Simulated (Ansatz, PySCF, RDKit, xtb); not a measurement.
# Which structure has the formula GeN2H5Cl?

Only the formula GeN2H5Cl is given. Aim: find the structure of lowest free energy at 298.15 K, then its properties.

Plan: many cheap relaxations first (GFN2-xTB), then density-functional screening, relaxation at B3LYP-D3(BJ)/def2-SVP, vibrations and a final energy. The numbers are computed, not measured.

8 further runs of the same task are left out: 8 set aside as unsound or not needed.

### 1 Candidates

A program enumerates the bonding patterns with one Lewis structure each (two rings at most, one unusual centre or charged pair), with their diastereomers. O–O, O–halogen and N–halogen bonds and N–N–N chains are not drawn. That gives 7 candidates.

```
label                    SMILES     spin
 c407         N[NH2+][GeH-][Cl]  singlet
 c499     [NH-][NH2+][GeH2][Cl]  singlet
 c539      [NH3+][N-][GeH2][Cl]  singlet
 c837  [NH]=[Ge@H-]([NH3+])[Cl]  singlet
 c841    [NH2][Ge-]([NH3+])[Cl]  singlet
 c876     [NH2][GeH]([NH2])[Cl]  singlet
 c941           N[NH][GeH2][Cl]  singlet
```

Candidates are built by distance geometry, with a force field where one applies, in up to four conformers (letters a to d). 10 starts with atoms placed at random are added, to find patterns that the rules miss.

**Question.** With final energies at CCSD(T)/def2-SVP + MP2/def2-TZVPP - MP2/def2-SVP, which structure will this search put lowest in free energy, and by what margin?

| quantity | value |
| --- | --- |
| lowest structure found | [NH2][GeH]([NH2])[Cl], singlet, C1 |
| next finalist | [NH][GeH]([NH3])[Cl] ‡, singlet, 40.9 kcal/mol higher in G |
| share at equilibrium, among the finalists | 100.0 % |
| harmonic wavenumbers, lowest and highest (B3LYP-D3(BJ)/def2-SVP) | 90 and 3631 cm⁻¹ |
| rotational constants, same geometry | 0.1779, 0.08969, 0.06922 cm⁻¹ |
| dipole moment (PBE0/def2-TZVPD) | 1.66 D |
| HOMO energy (PBE0/def2-TZVPD) | -7.79 eV |
| LUMO energy (PBE0/def2-TZVPD) | -0.16 eV |
| HOMO–LUMO gap (PBE0/def2-TZVPD) | 7.63 eV |
| lowest excitation (TD-CAM-B3LYP/def2-SVPD) | 6.71 eV (f = 0.054) |
| strongest of the states computed, same level | 6.91 eV (f = 0.114) |
| lowest triplet excitation, same level, Tamm-Dancoff | 6.16 eV |
| vertical ionisation energy | 9.79 eV |
| vertical electron affinity | -0.95 eV (unbound: the value depends on the basis) |
| vertical triplet less singlet | +5.92 eV |

The lowest structure found is `[NH2][GeH]([NH2])[Cl]`. Among the finalists first place is clear (40.9 kcal/mol); structures outside the list aren't covered. B3LYP-D3(BJ)/def2-SVP, HF/def2-SVP and MP2/def2-SVP already put its bonding pattern lowest among the structures in one piece. A loose complex, [NH2][Ge][Cl].[NH3] ‡, lay -5.1 kcal/mol from the best structure in one piece at the screening level; it was neither relaxed nor ranked, and may be the true minimum. The search is not exhaustive (a finite list of starts, one conformer a finalist), so a lower isomer can't be ruled out. Patterns outside the rules of the enumeration were met only by chance. The lowest isomer need not be the one that is made and kept in a bottle, which depends on barriers.

‡ marks the bonded skeleton alone, with all bonds drawn single: no Lewis structure was assigned that passes a check against the bond lengths.
